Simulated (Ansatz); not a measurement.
# Cl− with SiNH₅: superposition error and deformation, part 2 of 2

Ansatz 0.2.0, Gaussian basis. Earlier steps stand in the parts before.

## Step 10: PBE0-D4/def2-TZVPPD

Input file free-b/in.yaml:

```yaml
crystal:
  periodic: [false, false, false]
  atoms:
    - {symbol: Si, position_ang: [0.418448, 0.072483, 0.951525]}
    - {symbol: N, position_ang: [-0.803393, 0.078622, -0.259115]}
    - {symbol: H, position_ang: [0.918702, -1.319890, 1.087796]}
    - {symbol: H, position_ang: [1.601928, 0.946328, 0.690485]}
    - {symbol: H, position_ang: [-0.196874, 0.531050, 2.223770]}
    - {symbol: H, position_ang: [-1.382818, 0.894039, -0.377540]}
    - {symbol: H, position_ang: [-0.627419, -0.364061, -1.146643]}
basis:
  gaussian: {orbitals: "def2-TZVPPD.json"}
hamiltonian: {xc: pbe0, dispersion: d4}
output: {orbitals: {seedname: orbitals}}
```

On the command line:

```bash
$ ansatz run in.yaml --threads 4 --pin off --events-out ev --progress --plain --max-ram 9574MiB
```

What it wrote, cut to the lines that bear on the results:

```text
Functional definition: PBE0
  name "PBE0"
  cite "Adamo & Barone, J. Chem. Phys. 110, 6158 (1999) doi:10.1063/1.478522"
  cite "Perdew, Burke & Ernzerhof, Phys. Rev. Lett. 77, 3865 (1996) doi:10.1103/PhysRevLett.77.3865"
  parent pbe
  parameter a = 0.25
  parameter kappa = 0.804
  parameter beta = 0.06672455060314922
  exchange = (1 - a)*pbe_x(kappa = kappa, mu = beta*pi^2/3) + a*exact_x
  correlation = pbe_c(beta = beta)
796 factors; their error is unknown
mean field evaluation 1: about -9439.5949 eV, gradient 5.6e1 eV
mean field evaluation 2: about -9431.2985 eV, gradient 7.9e1 eV
mean field evaluation 4: about -9445.3210 eV, gradient 1.0e0 eV
mean field evaluation 8: about -9445.3434 eV, gradient 2.9e-1 eV
mean field -9445.34346533 eV, -347.1099700672 hartree, gradient 1.9e-5 eV, S^2 0.000000; 0 other end points of the search recorded, 0 dependent functions left out
reference -9445.34349525 eV, -347.1099711668 hartree; 13, 13 occupied and 157, 157 virtual orbitals, 796 factors
Total energy: -9445.41286647 eV, -347.1125205118 hartree
```

Wall time 1.1 s (4 threads of Arm Neoverse V1, shared host).

Fields of free-b:

Orbitals, density, ELF and potential are computed afterwards from the orbital file.

Frontier orbitals at PBE0-D4/def2-TZVPPD, with the share of their density that lies nearest to each atom:

| orbital | energy (eV) | lies on |
| --- | --- | --- |
| HOMO | -7.47 | N2 58 %; H4 16 %; H6, H7 about 8 % each |
| LUMO | -0.03 | H6, H7 about 25 % each; H3, H4, H5 about 12 % each; N2 7 % |

ELF in a plane through or near 4 of the atoms.

Ten even steps from '0' (0.00) to '9' (0.99):
```
0000000000000000000000000000
0000000000000000000000000000
0000000000000000000000000000
0000000135542000000000000000
0000013789997300000000000000
0000026999998400025653100000
0000026899998400158986300000
0000014789996312489998400000
0000001356221166789996300000
0000000110467378424753100000
0000000111368378335753100000
0000001355211166689996300000
0000014789997312489998400000
0000036899998400158986300000
0000026899998400025653100000
0000013789997300000000000000
0000000145553100000000000000
0000000000000000000000000000
0000000000000000000000000000
0000000000000000000000000000
```
The map spans 8.4 Å across and 7.6 Å up, centred on the molecule. Atoms in the plane (x, y in Å): Si1 (-0.7, 0.0), N2 (1.1, 0.0), H6 (1.6, 0.8), H7 (1.6, -0.8).

On the surface of density 0.002 e/bohr³ the electrostatic potential runs, from the 1st to the 99th percentile, from -1.12 V near N2 to 1.73 V near H7.

## Step 11: B3LYP-D4/def2-TZVPPD

free-b/in.yaml, as its differences from that of step 10:

```diff
@@ -12,3 +12,2 @@
   gaussian: {orbitals: "def2-TZVPPD.json"}
-hamiltonian: {xc: pbe0, dispersion: d4}
-output: {orbitals: {seedname: orbitals}}
+hamiltonian: {xc: {name: B3LYP}, dispersion: d4}
```

On the command line:

```bash
$ ansatz run in.yaml --threads 4 --pin off --events-out ev --progress --plain --max-ram 9574MiB
```

What it wrote:

```text
Functional definition: B3LYP
  name "B3LYP"
  cite "Stephens, Devlin, Chabalowski & Frisch, J. Phys. Chem. 98, 11623 (1994) doi:10.1021/j100096a001"
[... 2 set-up lines as earlier in the session ...]
  cite "Vosko, Wilk & Nusair, Can. J. Phys. 58, 1200 (1980) doi:10.1139/p80-159"
  parameter a0 = 0.2
  parameter ax = 0.72
  parameter ac = 0.81
  exchange = (1 - a0 - ax)*slater_x + ax*b88_x + a0*exact_x
  correlation = (1 - ac)*vwn_rpa_c + ac*lyp_c
789 factors; their error is unknown
mean field evaluation 1: about -9444.3752 eV, gradient 6.2e1 eV
mean field evaluation 2: about -9430.7020 eV, gradient 9.4e1 eV
mean field evaluation 4: about -9451.3744 eV, gradient 1.4e0 eV
mean field evaluation 8: about -9451.3913 eV, gradient 3.1e-2 eV
mean field -9451.39128111 eV, -347.3322231975 hartree, gradient 2.2e-5 eV, S^2 0.000000; 0 other end points of the search recorded, 0 dependent functions left out
reference -9451.39151851 eV, -347.3322319220 hartree; 13, 13 occupied and 157, 157 virtual orbitals, 789 factors
Total energy: -9451.52785618 eV, -347.3372422390 hartree
```

Wall time 1.2 s (4 threads of Arm Neoverse V1, shared host).

## Step 12: wB97X-V/def2-TZVPPD

free-b/in.yaml, as its differences from that of step 11:

```diff
@@ -12,2 +12,2 @@
   gaussian: {orbitals: "def2-TZVPPD.json"}
-hamiltonian: {xc: {name: B3LYP}, dispersion: d4}
+hamiltonian: {xc: {name: wB97X-V}}
```

On the command line:

```bash
$ ansatz run in.yaml --threads 4 --pin off --events-out ev --progress --plain --max-ram 9574MiB
```

What it wrote, cut to the lines that bear on the results:

```text
[... 5 set-up lines as earlier in the session ...]
[...]
      + integral(e_c_pw_opposite_spin*poly(b97_u_opposite, cos0, cos1)) + vv10(b, c)
789 factors; their error is unknown
239 factors; integrals over basis functions are off by at most 1.5e-5 eV
[...]
mean field -9448.83399496 eV, -347.2382446651 hartree, gradient 2.5e-5 eV, S^2 0.000000; 0 other end points of the search recorded, 0 dependent functions left out
reference -9448.83399294 eV, -347.2382445907 hartree; 13, 13 occupied and 157, 157 virtual orbitals, 789 factors
Total energy: -9448.83399294 eV, -347.2382445907 hartree
```

Run time: 3 s. Hardware: 4 threads of Arm Neoverse V1, shared host.

## Step 13: wB97M-V/def2-TZVPPD

free-b/in.yaml, as its differences from that of step 12:

```diff
@@ -12,2 +12,2 @@
   gaussian: {orbitals: "def2-TZVPPD.json"}
-hamiltonian: {xc: {name: wB97X-V}}
+hamiltonian: {xc: {name: wB97M-V}}
```

On the command line:

```bash
$ ansatz run in.yaml --threads 4 --pin off --events-out ev --progress --plain --max-ram 9574MiB
```

What it wrote, cut to the lines that bear on the results:

```text
[... 5 set-up lines as earlier in the session ...]
  # Of w^i u^j: cxij and so on, Table III.
[...]
  gx(w, u) = 1 - cx + cx01*u + cx10*w
  gss(w, u) = css00 + css04*u^4 + css10*w + css20*w^2 + css43*w^4*u^3
  gos(w, u) = cos00 + cos10*w + (cos20 + cos21*u)*w^2 + (cos60 + cos61*u)*w^6
[...]
      + integral(e_c_pw_mod_opposite_spin*gos(b97_w_opposite, b97_u_opposite)) + vv10(b, c)
784 factors; their error is unknown
239 factors; integrals over basis functions are off by at most 1.5e-5 eV
[...]
mean field -9449.02651439 eV, -347.2453196235 hartree, gradient 7.7e-5 eV, S^2 0.000000; 0 other end points of the search recorded, 0 dependent functions left out
reference -9449.02656556 eV, -347.2453215039 hartree; 13, 13 occupied and 157, 157 virtual orbitals, 784 factors
Total energy: -9449.02656556 eV, -347.2453215039 hartree
```

Wall time 3.3 s (4 threads of Arm Neoverse V1, shared host).

## Step 14: B2PLYP/def2-TZVPPD

free-b/in.yaml, as its differences from that of step 13:

```diff
@@ -12,2 +12,2 @@
   gaussian: {orbitals: "def2-TZVPPD.json"}
-hamiltonian: {xc: {name: wB97M-V}}
+hamiltonian: {xc: {name: B2PLYP}}
```

On the command line:

```bash
$ ansatz run in.yaml --threads 4 --pin off --events-out ev --progress --plain --max-ram 9574MiB
```

What it wrote, cut to the lines that bear on the results:

```text
[... 5 set-up lines as earlier in the session ...]
[...]
949 factors; integrals over basis functions are off by at most 1.5e-3 eV
[...]
mean field -9442.87859219 eV, -347.0193876499 hartree, gradient 4.5e-6 eV, S^2 0.000000; 0 other end points of the search recorded, 0 dependent functions left out
6 core orbitals not correlated: weight in the atoms' cores, before any rotation towards them, 1.000 or more for the frozen orbitals, at most 0.000 for the correlated occupied ones
reference -9442.87874044 eV, -347.0193930981 hartree; 7, 7 occupied and 157, 157 virtual orbitals, 949 factors
second order -11.64804719 eV of doubles, -0.00000000 eV of singles
Total energy: -9446.02371318 eV, -347.1349687146 hartree
```

Run time: 1.8 s. Hardware: 4 threads of Arm Neoverse V1, shared host.

## Step 15: BLYP-D4/def2-TZVPPD

free-b/in.yaml, as its differences from that of step 14:

```diff
@@ -12,2 +12,2 @@
   gaussian: {orbitals: "def2-TZVPPD.json"}
-hamiltonian: {xc: {name: B2PLYP}}
+hamiltonian: {xc: {name: BLYP}, dispersion: d4}
```

On the command line:

```bash
$ ansatz run in.yaml --threads 4 --pin off --events-out ev --progress --plain --max-ram 9574MiB
```

What it wrote, cut to the lines that bear on the results:

```text
Functional definition: BLYP
  name "BLYP"
[... 2 set-up lines as earlier in the session ...]
  parameter beta = 0.0042
  parameter a = 0.04918
  parameter b = 0.132
  parameter c = 0.2533
  parameter d = 0.349
  exchange = b88_x(beta = beta)
  correlation = lyp_c(a = a, b = b, c = c, d = d)
779 factors; their error is unknown
mean field evaluation 1: about -9439.6996 eV, gradient 7.3e1 eV
mean field evaluation 2: about -9400.8921 eV, gradient 1.3e2 eV
mean field evaluation 4: about -9449.7339 eV, gradient 4.3e0 eV
mean field evaluation 8: about -9449.7761 eV, gradient 3.3e-1 eV
mean field -9449.77622899 eV, -347.2728711271 hartree, gradient 7.9e-5 eV, S^2 0.000000; 0 other end points of the search recorded, 0 dependent functions left out
reference -9449.77655714 eV, -347.2728831864 hartree; 13, 13 occupied and 157, 157 virtual orbitals, 779 factors
Total energy: -9449.96887986 eV, -347.2799509160 hartree
```

Run time: 1 s. Hardware: 4 threads of Arm Neoverse V1, shared host.

## Step 16: revPBE-D4/def2-TZVPPD

free-b/in.yaml, as its differences from that of step 15:

```diff
@@ -12,2 +12,2 @@
   gaussian: {orbitals: "def2-TZVPPD.json"}
-hamiltonian: {xc: {name: BLYP}, dispersion: d4}
+hamiltonian: {xc: {name: revPBE}, dispersion: d4}
```

On the command line:

```bash
$ ansatz run in.yaml --threads 4 --pin off --events-out ev --progress --plain --max-ram 9574MiB
```

What it wrote, cut to the lines that bear on the results:

```text
Functional definition: revPBE
  name "revPBE"
  cite "Zhang & Yang, Phys. Rev. Lett. 80, 890 (1998) doi:10.1103/PhysRevLett.80.890"
[... 1 set-up line as earlier in the session ...]
  parameter kappa = 1.245
[... 3 set-up lines as earlier in the session ...]
779 factors; their error is unknown
mean field evaluation 1: about -9439.7199 eV, gradient 6.8e1 eV
mean field evaluation 2: about -9407.5197 eV, gradient 1.2e2 eV
mean field evaluation 4: about -9448.3528 eV, gradient 3.6e0 eV
mean field evaluation 8: about -9448.3971 eV, gradient 4.7e-2 eV
mean field evaluation 16: about -9448.3796 eV, gradient 5.9e-5 eV
mean field -9448.37956626 eV, -347.2215447184 hartree, gradient 5.9e-5 eV, S^2 0.000000; 0 other end points of the search recorded, 0 dependent functions left out
reference -9448.37961911 eV, -347.2215466606 hartree; 13, 13 occupied and 157, 157 virtual orbitals, 779 factors
Total energy: -9448.66873185 eV, -347.2321713578 hartree
```

Run time: 0.9 s. Hardware: 4 threads of Arm Neoverse V1, shared host.

## Step 17: B97M-V/def2-TZVPPD

free-b/in.yaml, as its differences from that of step 16:

```diff
@@ -12,2 +12,2 @@
   gaussian: {orbitals: "def2-TZVPPD.json"}
-hamiltonian: {xc: {name: revPBE}, dispersion: d4}
+hamiltonian: {xc: {name: B97M-V}}
```

On the command line:

```bash
$ ansatz run in.yaml --threads 4 --pin off --events-out ev --progress --plain --max-ram 9574MiB
```

What it wrote, cut to the lines that bear on the results:

```text
[... 5 set-up lines as earlier in the session ...]
  # Of w^i u^j: cxij and so on, Table III.
[...]
  gx(w, u) = cx00 + cx01*u + cx02*u^2 + (cx10 + cx11*u)*w
  gss(w, u) = css00 + css02*u^2 + css10*w + (css32*w^3 + css42*w^4)*u^2
  gos(w, u) = cos00 + cos01*u + cos03*u^3 + cos10*w + cos32*w^3*u^2
[...]
      + integral(e_c_pw_mod_opposite_spin*gos(b97_w_opposite, b97_u_opposite)) + vv10(b, c)
779 factors; their error is unknown
[...]
mean field -9448.26802714 eV, -347.2174457313 hartree, gradient 2.3e-5 eV, S^2 0.000000; 0 other end points of the search recorded, 0 dependent functions left out
reference -9448.26808780 eV, -347.2174479607 hartree; 13, 13 occupied and 157, 157 virtual orbitals, 779 factors
Total energy: -9448.26808780 eV, -347.2174479607 hartree
```

Wall time 3.3 s (4 threads of Arm Neoverse V1, shared host).

## Step 18: HSE06-D4/def2-TZVPPD

free-b/in.yaml, as its differences from that of step 17:

```diff
@@ -12,2 +12,2 @@
   gaussian: {orbitals: "def2-TZVPPD.json"}
-hamiltonian: {xc: {name: B97M-V}}
+hamiltonian: {xc: hse06, dispersion: d4}
```

On the command line:

```bash
$ ansatz run in.yaml --threads 4 --pin off --events-out ev --progress --plain --max-ram 9574MiB
```

What it wrote, cut to the lines that bear on the results:

```text
Functional definition: HSE06
  name "HSE06"
  cite "Heyd, Scuseria & Ernzerhof, J. Chem. Phys. 118, 8207 (2003) doi:10.1063/1.1564060"
  cite "Krukau, Vydrov, Izmaylov & Scuseria, J. Chem. Phys. 125, 224106 (2006) doi:10.1063/1.2404663"
  cite "Heyd & Scuseria, J. Chem. Phys. 120, 7274 (2004) doi:10.1063/1.1668634"
  cite "Ernzerhof & Perdew, J. Chem. Phys. 109, 3313 (1998) doi:10.1063/1.476928"
[... 2 set-up lines as earlier in the session ...]
[...]
  # The whole range is PBE's own exchange, as in plane waves. The composition of these papers is wPBEh.
[...]
796 factors; their error is unknown
89 factors; integrals over basis functions are off by at most 3.1e-6 eV
[...]
mean field -9445.06904189 eV, -347.0998851919 hartree, gradient 1.4e-5 eV, S^2 0.000000; 0 other end points of the search recorded, 0 dependent functions left out
reference -9445.06908165 eV, -347.0998866527 hartree; 13, 13 occupied and 157, 157 virtual orbitals, 796 factors
Total energy: -9445.13301253 eV, -347.1022360692 hartree
```

It took 1.1 s on 4 threads of Arm Neoverse V1, shared host.

## Step 19: CCSD(T)/def2-TZVPPD

free-b/in.yaml, as its differences from that of step 18:

```diff
@@ -12,2 +12,2 @@
   gaussian: {orbitals: "def2-TZVPPD.json"}
-hamiltonian: {xc: hse06, dispersion: d4}
+correlation: {method: ccsd_t}
```

On the command line:

```bash
$ ansatz run in.yaml --threads 4 --pin off --events-out ev --progress --plain --max-ram 9574MiB
```

What it wrote, cut to the lines that bear on the results:

```text
[... 4 set-up lines as earlier in the session ...]
[...]
949 factors; integrals over basis functions are off by at most 1.5e-3 eV
[...]
mean field -9424.69532195 eV, -346.3511647939 hartree, gradient 1.2e-6 eV, S^2 0.000000; 0 other end points of the search recorded, 0 dependent functions left out
6 core orbitals not correlated: weight in the atoms' cores, before any rotation towards them, 1.000 or more for the frozen orbitals, at most 0.000 for the correlated occupied ones
reference -9424.69532195 eV, -346.3511647939 hartree; 7, 7 occupied and 157, 157 virtual orbitals, 949 factors
second order -9.63408128 eV of doubles, -0.00000000 eV of singles
cycle   1  -10.15153069 eV  change   -5.2e-1 eV  update   6.5e-2
[...]
cycle   9  -10.47028123 eV  change   -2.9e-6 eV  update   1.2e-5
perturbative correction -0.34218330 eV, -0.0125750044 hartree
Total energy: -9435.50778648 eV, -346.7485155364 hartree
```

Run time: 9 s. Hardware: 4 threads of Arm Neoverse V1, shared host; peak memory 1.4 GiB.

## Step 20: The split

| method | interaction with counterpoise (kJ/mol) | without | superposition error | deformation | binding energy |
| --- | --- | --- | --- | --- | --- |
| PBE-D4 | -68.72 | -69.33 | 0.61 | 3.83 | -64.89 |
| revPBE-D4 | -69.03 | -69.59 | 0.56 | 3.90 | -65.13 |
| BLYP-D4 | -65.85 | -66.57 | 0.72 | 4.69 | -61.15 |
| r2SCAN-D4 | -65.49 | -65.88 | 0.39 | 4.74 | -60.75 |
| B97M-V | -63.84 | -64.46 | 0.63 | 4.88 | -58.96 |
| PBE0-D4 | -66.11 | -66.60 | 0.49 | 5.04 | -61.07 |
| B3LYP-D4 | -64.57 | -65.18 | 0.61 | 5.67 | -58.91 |
| HSE06-D4 | -66.13 | -66.63 | 0.49 | 4.99 | -61.14 |
| wB97X-V | -60.40 | -61.02 | 0.62 | 5.60 | -54.80 |
| wB97M-V | -60.94 | -61.38 | 0.44 | 5.81 | -55.13 |
| B2PLYP | -57.32 | -58.99 | 1.67 | 5.94 | -51.38 |
| Hartree-Fock | -42.90 | -43.19 | 0.29 | 8.14 | -34.76 |
| MP2 | -59.96 | -64.22 | 4.26 | 6.09 | -53.87 |
| CCSD | -55.58 | -59.49 | 3.91 | 5.94 | -49.64 |
| CCSD(T) | -58.47 | -63.00 | 4.53 | 5.53 | -52.94 |

## Step 21: Outcome

The summary covers parts 1 to 2.

| quantity | value |
| --- | --- |
| interaction, CCSD(T) | -58.47 kJ/mol |
| superposition error | 4.53 kJ/mol |
| deformation | 5.53 kJ/mol |
| binding energy | -52.94 kJ/mol |

In words: In this basis the superposition error is 4.53 kJ/mol for CCSD(T) and 0.56 kJ/mol on average for the plain functionals: correlated methods borrow far more, since they need many more functions to converge. Deformation takes back 9 % of the interaction.
